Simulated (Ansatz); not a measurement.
**WCl+ (triplet): from Hartree-Fock to the top rungs, def2-SVP**

One table from this session's results is given with a row withheld; the runs are named, their logs left out.

Method: def2-SVP, core rule «outside noble gas», up to 9 orbitals frozen; program: Ansatz 0.2.0, Gaussian basis.

The runs, in order: UHF; CCSD(T) on ROHF; CCSD(T) on UHF; CISD; CCSDT(Q) on ROHF; CCSDT(Q) on UHF; CASSCF and MRCISD+Q, 12 electrons in 10 orbitals; CASSCF and NEVPT2, 12 electrons in 10 orbitals.

22 further runs of the same task are left out: 5 for a known fault of the program, 7 that didn't finish, 10 set aside as unsound or not needed.

## What is computed

The geometry is a PBE0/def2-TZVP stationary point (not a proven minimum) of the parent state, kept for this charge and spin. No spin-orbit coupling is included. Elements past krypton take def2 core potentials.

2 atoms, charge 1, spin multiplicity 3.

Atoms are counted from 1 here; the program's logs count them from 0.

Bond lengths: W1–Cl2 2.233 Å.

Geometry (Å):

```
W     0.0000    0.0000    0.0000
Cl    0.0000    0.0000    2.2330
```

Set-up of the first run:

in.yaml

```yaml
crystal:
  periodic: [false, false, false]
  atoms:
    - {symbol: W, position_ang: [0.000000, 0.000000, 0.000000]}
    - {symbol: Cl, position_ang: [0.000000, 0.000000, 2.233000]}
basis:
  gaussian: {orbitals: def2-SVP}
total_charge: 1
magnetization: {spin_polarized: true, initial_magnetization: 2}
hamiltonian: {xc: hf}
output: {orbitals: {seedname: orbitals}}
```

The run is started by

```bash
$ ansatz run in.yaml --threads 1 --pin off --events-out ev --progress --plain --max-ram 2393MiB
```

Among the steps run: UHF; CCSD(T) on ROHF; CCSD(T) on UHF; CISD; CCSDT(Q) on ROHF; CCSDT(Q) on UHF; CASSCF and MRCISD+Q, 12 electrons in 10 orbitals; CASSCF and NEVPT2, 12 electrons in 10 orbitals.

One of the session's tables, all rows but one given; the rest of the session is left out.

```
          method  from RCCSDT(Q) (meV)
            ROHF               +7049.8
             UHF               +6082.7
            RMP2               +1356.4
            UMP2                +577.7
           RCCSD                +539.5
           UCCSD                -440.1
        RCCSD(T)                +165.4
        UCCSD(T)                -988.2
          RCCSDT                 +42.1
          UCCSDT               -1126.6
       RCCSDT(Q)                     0
       UCCSDT(Q)               -1205.6
  CASSCF valence                     ?
  NEVPT2 valence               +1220.0
  MRCISD valence                +466.9
MRCISD+Q valence                 +77.9
```

Q: Estimate the row for CASSCF valence from the others.

The run gave: from RCCSDT(Q) (meV): +5439.3. In the column «from RCCSDT(Q) (meV)» it lies between RMP2 (+1356.4) and UHF (+6082.7).

Not comparable, so not listed: CISD (they don't share determinant, frozen orbitals or solution with the rows shown, or repeat one).

To keep in mind: The determinant is far from a pure spin state, so its energy mixes those of several spin states (harmless only where they are near-degenerate, as at dissociation). The program flags RCCSD(T), UCCSD(T), UCCSDT(Q) as in doubt, so those rows may rest on another solution; read them beside their warnings. Warnings: spin contamination; coupled cluster took another determinant than the lowest; large T1 diagnostic. Restricted and unrestricted rows rest on different reference determinants; where their highest levels disagree by more than a few hundredths of an eV, they describe different states and don't form one ladder.
